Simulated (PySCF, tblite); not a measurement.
# C₆H₁₃ClOSi: geometry, infrared bands and NMR shifts

Aim: predict the infrared bands and NMR shifts of C₆H₁₃ClOSi (`[SiH3]C[C@@H]1CC[C@@H](Cl)CO1`).

Programs: tblite 0.8.0 and PySCF 2.14.0, with density-fitted response routines of our own. Each step states its level of theory. These are calculated values for one molecule in the gas phase, unless marked as measured. Atoms are numbered from 0 throughout.

### Step 1. The starting structure

22 atoms, charge 0, multiplicity 1; geometry from: force field or distance geometry start.

Bonds of the start (Å): Si0–C1 1.85, C1–C2 1.54, C2–C3 1.52, C3–C4 1.52, C4–C5 1.53, C5–Cl6 1.79, C5–C7 1.52, C7–O8 1.43, O8–C2 1.43, Si0–H9 1.48, Si0–H10 1.49, Si0–H11 1.50, C1–H12 1.10, C1–H13 1.10, C2–H14 1.10, C3–H15 1.10, C3–H16 1.11, C4–H17 1.09, C4–H18 1.10, C5–H19 1.11, C7–H20 1.10, C7–H21 1.09.

### Step 2. Relaxing the molecule with GFN2-xTB

Job settings and geometry (Å):

```
{"job": {"kind": "relax", "xc": "GFN2-xTB", "basis": "xTB"}, "charge": 0, "multiplicity": 1}
Si    -3.219900     0.231600    -0.664200
C     -1.826000    -0.548500     0.277100
C     -0.408000    -0.248700    -0.242600
C      0.616300    -1.174900     0.384900
C      2.030500    -0.818900    -0.045200
C      2.293300     0.666500     0.186400
Cl     3.879700     1.132900    -0.496000
C      1.186900     1.520100    -0.409900
O     -0.091100     1.107000     0.095000
H     -3.169900    -0.193000    -2.081100
H     -3.184900     1.714900    -0.599500
H     -4.529300    -0.226900    -0.100500
H     -1.993700    -1.635000     0.275500
H     -1.895400    -0.232000     1.329600
H     -0.392700    -0.347200    -1.336400
H      0.401500    -2.224100     0.145100
H      0.566800    -1.094200     1.489800
H      2.759100    -1.437100     0.488900
H      2.139900    -1.051400    -1.113000
H      2.349100     0.847400     1.275800
H      1.160800     1.459200    -1.505000
H      1.316600     2.571600    -0.146500
```

On the command line:

```bash
$ OMP_NUM_THREADS=1 python probes_run.py task.json out
```

One launch serves the whole session: the jobs run in the order shown.

**Question.** This job is followed by: GFN2-xTB harmonic vibrations, gas phase; GIAO PBE0/pcSseg-1 NMR shielding, non-relativistic, gas phase. What will the session give for the following? strongest single infrared mode (GFN2-xTB); zero-point energy (GFN2-xTB); 13C shifts against TMS (PBE0/pcSseg-1); 1H shifts against TMS (PBE0/pcSseg-1, means over atoms taken as alike); 29Si shifts against TMS (PBE0/pcSseg-1); 35Cl shifts against HCl (PBE0/pcSseg-1); 17O shifts against H2O (PBE0/pcSseg-1); surface potential, 1st and 99th percentile.

As calculated:

| quantity | value |
| --- | --- |
| strongest single infrared mode (GFN2-xTB) | 2208 cm⁻¹, 412 km/mol |
| zero-point energy (GFN2-xTB) | 110.1 kcal/mol |
| 13C shifts against TMS (PBE0/pcSseg-1) | 78.6, 77.4, 59.5, 39.6, 39.0, 19.7 ppm |
| 1H shifts against TMS (PBE0/pcSseg-1, means over atoms taken as alike) | 4.20, 3.79, 3.69, 3.31, 3.15, 2.24, 1.76, 1.59, 1.31, 1.04, 0.97 ppm |
| 29Si shifts against TMS (PBE0/pcSseg-1) | -77.4 ppm |
| 35Cl shifts against HCl (PBE0/pcSseg-1) | 133 ppm |
| 17O shifts against H2O (PBE0/pcSseg-1) | 89.5 ppm |
| surface potential, 1st and 99th percentile | -0.83 V and 0.91 V |

Relaxing lowered the energy by 0.195 eV in 141 steps; the close pair that moved most is Si0–C1, from 1.854 to 1.907 Å. No mode is imaginary among the 60: a minimum at this level. The strongest single mode, at 2208 cm⁻¹, moves mainly H11. GFN2-xTB is a fitted tight-binding method: band positions and strengths are rough. Its intensities can rank the bands wrongly. At PBE0/pcSseg-1: The largest span, 422 ppm, is at Cl6, where the paramagnetic term is -328 ppm.
